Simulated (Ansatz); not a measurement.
# Rb on Al (Aluminum) (111)

One table from this session's results is given with a row withheld; the runs are named, their logs left out.

Method: DFT PBE+D3(BJ), scalar-relativistic, plane waves, PAW, in Ansatz 0.2.0.

## The structure to begin with

Symmetry: Fm-3m, No. 225, cubic system. Conventional cell: a = 3.983 Å, b = 3.983 Å, c = 3.983 Å, α = 90.00°, β = 90.00°, γ = 90.00°. Al (site symmetry m-3m) is surrounded by 12 Al at 2.82 Å.

As a file:

```cif
data_structure
_symmetry_space_group_name_H-M 'Fm-3m'
_symmetry_Int_Tables_number 225
_cell_length_a 3.9827
_cell_length_b 3.9827
_cell_length_c 3.9827
_cell_angle_alpha 90.000
_cell_angle_beta 90.000
_cell_angle_gamma 90.000
_cell_volume 63.17
loop_
_atom_site_label
_atom_site_type_symbol
_atom_site_symmetry_multiplicity
_atom_site_Wyckoff_symbol
_atom_site_fract_x
_atom_site_fract_y
_atom_site_fract_z
_atom_site_occupancy
Al1 Al 4 a 0.00000 0.00000 0.00000 1
```

This cell was relaxed beforehand with the same method: volume 15.79 Å³/atom, gap on the mesh none (metal).

A (111) slab, 6.9 Å thick as cut, with 17 Å of vacuum; its outer planes are Al (top) and Al (bottom).

The slab as cut. Layers, bottom to top:

| plane | atoms per cell | height over the lowest (Å) |
| --- | --- | --- |
| 1 | Al3 | 0.00 |
| 2 | Al3 | 2.30 |
| 3 | Al3 | 4.60 |
| 4 | Al3 | 6.90 |

Set-up of the first run:

Miller indices refer to the conventional cell of the relaxed bulk, Fm-3m (No. 225): a = 3.983 Å, b = 3.983 Å, c = 3.983 Å, α = 90.00°, β = 90.00°, γ = 90.00°.

Input file input.yaml:

```yaml
crystal:
  lattice:
    - [4.8778314603, 0.0, 0.0]
    - [-2.4389157301, 4.22432596, 0.0]
    - [0.0, 0.0, 23.8982954061]
  atoms:
    - { symbol: Al, position: [0.0, 0.3333333333, 0.3556739029] }
    - { symbol: Al, position: [0.3333333333, 0.0, 0.3556739029] }
    - { symbol: Al, position: [0.6666666667, 0.6666666667, 0.3556739029] }
    - { symbol: Al, position: [0.3333333333, 0.3333333333, 0.451891301] }
    - { symbol: Al, position: [0.6666666667, 0.0, 0.451891301] }
    - { symbol: Al, position: [0.0, 0.6666666667, 0.451891301] }
    - { symbol: Al, position: [0.6666666667, 0.3333333333, 0.548108699] }
    - { symbol: Al, position: [0.0, 0.0, 0.548108699] }
    - { symbol: Al, position: [0.3333333333, 0.6666666667, 0.548108699] }
    - { symbol: Al, position: [0.0, 0.3333333333, 0.6443260971] }
    - { symbol: Al, position: [0.3333333333, 0.0, 0.6443260971] }
    - { symbol: Al, position: [0.6666666667, 0.6666666667, 0.6443260971] }
basis:
  ecutwfc: 420
kpoints:
  mp_grid: { grid: [6, 6, 1] }
hamiltonian:
  xc: pbe
  dispersion: d3bj
scf:
  occupations: { method: gaussian, width: 0.1 }
output:
  forces: true
  eigenvalues: true
  write_density: true
  write_potential: true
  elf: true
  volumetric_format: npy
relax:
  adjacent_minimum: "off"
  f_tol: 0.03
  max_steps: 70
  constraints: [{ sites: [0, 1, 2, 3, 4, 5] }]
efield:
  axis: 3
  dipole_correction: true
```

The run is started by

```
> ansatz run input.yaml --threads 1 --pin off --max-ram 2560MiB --backend cpu --events-out ev --progress --plain --runs-dir out
```

Among the steps run: Relaxing the clean slab; Rb at the top (Al) site; Rb put at a hollow (nearest Al) site; Rb put at a bridge (Al-Al) site; Rb at the hollow (nearest Al) site.

One table of the session follows, with a row left open; its other results are not shown here.

It belongs to the step «Rb: energies by site». 

| start | energy over the lowest (eV) | height (Å) | Δφ, top (eV) | Δ dipole (e·Å) |
| --- | --- | --- | --- | --- |
| top (Al) at (0.33, 0.00) | 0.00 | 3.02 | -1.72 | +0.200 |
| hollow (nearest Al) at (0.00, 0.67) | ? | ? | ? | ? |
| bridge (Al-Al) at (0.00, 0.83) | 0.02 | 3.12 | -1.64 | +0.194 |
| hollow (nearest Al) at (0.33, 0.67) | 0.02 | 3.24 | -1.61 | +0.191 |

Estimate the missing values for hollow (nearest Al) at (0.00, 0.67).

As computed: energy over the lowest (eV): 0.03; height (Å): 3.25; Δφ, top (eV): -1.59; Δ dipole (e·Å): +0.190. In the column «energy over the lowest (eV)» it is the highest.

Limits of these values: A start on a symmetric site keeps its symmetry, so an end may be a saddle point and not a minimum. In some runs the vacuum holds more charge than the dipole correction wants, so vacuum levels can be off. Warnings in the runs' records: xc potential rough in thin density, vacuum density over bound.
